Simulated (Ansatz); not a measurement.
# FNi: the cost of one run

Program: Ansatz 0.2.0, Gaussian basis. Level of theory: def2-TZVPP, core rule «outside noble gas», up to 10 orbitals frozen. These are calculated values, not measurements.

The runs, in order: UHF; CCSD(T) on ROHF; CCSD(T) on UHF; CCSDT(Q) on ROHF; CCSDT(Q) on UHF.

8 further runs of the same task are left out: 3 for a known fault of the program, 5 set aside as unsound or not needed.

### Step 1. What is computed

The geometry is a PBE0/def2-TZVP stationary point (not a proven minimum) of the parent state, kept for this charge and spin.

2 atoms, charge 1, spin multiplicity 3.

Atoms are counted from 1 here; the program's logs count them from 0.

Bond lengths: Ni1–F2 1.769 Å.

### Step 2. UHF

File in.yaml:

```yaml
crystal:
  periodic: [false, false, false]
  atoms:
    - {symbol: Ni, position_ang: [0.000000, 0.000000, 0.000000]}
    - {symbol: F, position_ang: [0.000000, 0.000000, 1.768800]}
basis:
  gaussian: {orbitals: def2-TZVPP}
total_charge: 1
magnetization: {spin_polarized: true, initial_magnetization: 2}
hamiltonian: {xc: hf}
output: {orbitals: {seedname: orbitals}}
```

On the command line:

```
$ ansatz run in.yaml --threads 1 --pin off --events-out ev --progress --plain --max-ram 4096MiB --backend cpu
```

**Question.** How long does this run take on 1 thread of AMD EPYC 7R13, shared host, and how much memory does it need?

About 11 s, with a peak of 0.27 GiB.
